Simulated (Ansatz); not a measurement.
# AlAu2: how the settings move a single-point run

How sensitive is a single-point run of AlAu2 to its settings? A reference run comes first, then one run with altered input.

Method: reference: DFT, r2SCAN, all-electron PAW with datasets made for the crystal, scalar-relativistic, in Ansatz 0.2.0.

### 1 Starting point

The structure is tetragonal, space group I4/mmm (No. 139). Conventional cell: a = 3.335 Å, b = 3.335 Å, c = 8.836 Å, α = 90.00°, β = 90.00°, γ = 90.00°. Al (site symmetry 4/mmm) is surrounded by 10 Au at 2.73 to 3.04 Å. Around Au (site symmetry 4mm) lie 5 Al at 2.73 to 3.04 Å and 5 Au at 2.75 to 2.89 Å.

Structure file:

```cif
data_structure
_symmetry_space_group_name_H-M 'I4/mmm'
_symmetry_Int_Tables_number 139
_cell_length_a 3.3354
_cell_length_b 3.3354
_cell_length_c 8.8357
_cell_angle_alpha 90.000
_cell_angle_beta 90.000
_cell_angle_gamma 90.000
_cell_volume 98.30
loop_
_atom_site_label
_atom_site_type_symbol
_atom_site_symmetry_multiplicity
_atom_site_Wyckoff_symbol
_atom_site_fract_x
_atom_site_fract_y
_atom_site_fract_z
_atom_site_occupancy
Al1 Al 2 a 0.00000 0.00000 0.00000 1
Au1 Au 4 e 0.50000 0.50000 0.15585 1
```

### 2 Reference

input.yaml reads:

```yaml
crystal:
  lattice:
    - [-1.6677035915, 1.6677035915, 4.4178733846]
    - [1.6677035915, -1.6677035915, 4.4178733846]
    - [1.6677035915, 1.6677035915, -4.4178733846]
  atoms:
    - { symbol: Al, position: [0.0, 0.0, 0.0] }
    - { symbol: Au, position: [0.6558538214, 0.6558538214, 0.0] }
    - { symbol: Au, position: [0.3441461786, 0.3441461786, 0.0] }
kpoints:
  mp_grid: { grid: [15, 15, 15] }
scf:
  occupations: { method: fermi_dirac, width: 0.05 }
hamiltonian:
  xc: r2scan
  pseudopotentials: { kind: all_electron, datasets: crystal }
output:
  forces: true
  stress: true
  eigenvalues: true
  efg: { contact_densities: true }
```

Started as:

```sh
$ ansatz run input.yaml --threads 1 --pin off --max-ram 3072MiB --backend cpu --events-out ev --progress --plain --runs-dir out
```

### 3 A further run, with the input changed

input.yaml: that of step 2 with these lines changed.

```diff
@@ -21 +21,2 @@
   efg: { contact_densities: true }
+accuracy: high
```

(Steps that only read results are left out.)

Q: Predict the outcome of this session. Wanted: for each run, ending; energy change.

**Answer**, as computed:

```tsv
run	ending	energy change	cycles	time
reference	converged	-	12	83 s
1: accuracy high	refused	-	-	0.03 s
```

Residual by cycle in the longest SCF loop of each run; runs are numbered as in the table. The quantity is the density residual dr2, in eV.

```tsv
cycle	reference
1	4.21
2	1.28
3	0.0243
4	0.0306
5	5.3e-4
6	6.4e-4
7	2.9e-4
8	7.9e-5
9	3.9e-6
10	8.5e-7
11	6.5e-8
12	7.5e-9
```

With the changed accuracy level the run ends refused. 1 of the 1 altered inputs did not end normally.
